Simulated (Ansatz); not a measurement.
Predict the output of the script below (the Python package of Ansatz (0.2.0)).

`run_energy.py`:
```python
from dataclasses import dataclass
import sys
import warnings

import ansatz as az


@dataclass(frozen=True)
class RunConfig:
    basis: str = "6-31G*"
    xc: str = "pbe0"


settings = RunConfig()


def main() -> None:
    warnings.simplefilter("ignore", az.DeckWarning)

    geometry_ang = [
        ("N", (-1.6152, -0.5465, 0.7053)),
        ("Al", (0.2263, -0.6864, 0.519)),
        ("B", (1.2405, 0.5942, -0.736)),
        ("F", (2.779, 0.4711, -0.8614)),
        ("Br", (0.2996, 2.0049, -1.7545)),
        ("H", (-2.0631, -0.5715, -0.2691)),
        ("H", (-1.8167, 0.4794, 1.0143)),
        ("H", (1.0417, -1.8023, 1.3266)),
    ]
    molecule = az.Crystal.molecule()
    for symbol, xyz in geometry_ang:
        molecule = molecule.atom(symbol, xyz)

    base = (
        molecule.calculation()
        .basis(gaussian=settings.basis)
        .functional(settings.xc)
        .scf(lower_state_search="standard")
    )
    print(base.to_yaml())
    try:
        rep = base.run(threads=1, pin="off").report
    except az.AnsatzError as error:
        sys.exit(f"{type(error).__name__}: {error}")

    print("reference energy %16.6f eV" % rep["reference_energy_ev"])
    print("total energy     %16.6f eV" % rep["free_energy_ev"])
    print("occupied orbitals outside the frozen core (up, down):", rep["n_occupied"], " frozen:", rep["n_frozen"], " virtual:", rep["n_virtual"])

    field = rep["mean_field"]
    print("<S^2> =", round(abs(field["state"]["spin_squared"]), 4), " all-electron relativity setting:", field["relativity"])
    print("passes:", field["passes"])
    if "symmetry" in field:
        print("occupied orbitals by irrep:", field["symmetry"]["occupied"])


if __name__ == "__main__":
    main()
```

Running `python run_energy.py` prints:
```text
crystal:
  periodic: [false, false, false]
  atoms:
    - { symbol: "N", position_ang: [-1.6152, -0.5465, 0.7053] }
    - { symbol: Al, position_ang: [0.2263, -0.6864, 0.519] }
    - { symbol: B, position_ang: [1.2405, 0.5942, -0.736] }
    - { symbol: F, position_ang: [2.779, 0.4711, -0.8614] }
    - { symbol: Br, position_ang: [0.2996, 2.0049, -1.7545] }
    - { symbol: H, position_ang: [-2.0631, -0.5715, -0.2691] }
    - { symbol: H, position_ang: [-1.8167, 0.4794, 1.0143] }
    - { symbol: H, position_ang: [1.0417, -1.8023, 1.3266] }
basis:
  gaussian:
    orbitals: "6-31G*"
hamiltonian:
  xc: pbe0
scf:
  lower_state_search: standard

reference energy    -81551.313110 eV
total energy        -81551.313110 eV
occupied orbitals outside the frozen core (up, down): [36, 36]  frozen: 0  virtual: [69, 69]
<S^2> = 0.0  all-electron relativity setting: none
passes: {'evaluations': 17, 'products': 13}
occupied orbitals by irrep: [{'A': 36}, {'A': 36}]
```

What to keep in mind:
- These settings explore the input space; basis and method may be short of convergence.
- The geometry is a force-field or estimated start, not a minimum of this method, and the basis set is short of its limit.
- Wall time of the script: 4.9 s on 1 thread of Arm Neoverse V1, on a shared host, peak memory 0.28 GiB.
